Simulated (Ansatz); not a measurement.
Write the native input for Ansatz 0.2.0 that does the following.

```
Task                : projected density of states
Functional          : LDA
Potentials or basis : Ansatz PAW
Cutoff              : 420 eV (not typed: the program's choice for these potentials)
k mesh              : 8 × 8 × 8
Occupations         : fermi-dirac, width 0.05 eV
Spin                : no spin polarisation
```

The system is NbTe.

```
Nb Te
1.0
     3.42570    0.00000    0.00000
     0.00000    3.42570    0.00000
     0.00000    0.00000    3.42570
Nb Te
1 1
Direct
  0.50000 0.50000 0.50000
  0.00000 0.00000 0.00000
```

The cell was built by a generator and needn't be a form met in nature.

The input as run:

input.yaml

```yaml
crystal:
  lattice:
    - [3.4257, 0.0, 0.0]
    - [0.0, 3.4257, 0.0]
    - [0.0, 0.0, 3.4257]
  atoms:
    - { symbol: Nb, position: [0.5, 0.5, 0.5] }
    - { symbol: Te, position: [0.0, 0.0, 0.0] }
hamiltonian:
  xc: lda
  pseudopotentials: { kind: paw }
kpoints:
  mp_grid: { grid: [8, 8, 8] }
scf:
  occupations: { method: fermi_dirac, width: 0.05 }
  n_extra_bands: 6
output:
  forces: true
  stress: true
  eigenvalues: true
  dos: { projected: true, de: 0.05, nscf_kmesh: { grid: [12, 12, 12] } }
  write_density: true
  write_potential: true
  elf: true
  volumetric_format: npy
```

Potentials or basis: Ansatz PAW.

The run is started by

```bash
$ ansatz run input.yaml --threads 2 --pin off --max-ram 5632MiB --backend cpu --events-out ev --progress --plain --runs-dir out
```

Results of the run:

* Pressure: -7.6 GPa
* Band gap on the k mesh: none (metal or under the smearing width)
* Density of states at the Fermi level: 2.47 states/eV per cell

Caveat: the PAW data sets come from PBE, with cores solved anew for the run's functional, which leaves a small shift of forces and pressure.

It took 2.1 s on 2 threads of Arm Neoverse V2 (shared host), peak memory 0.31 GiB.
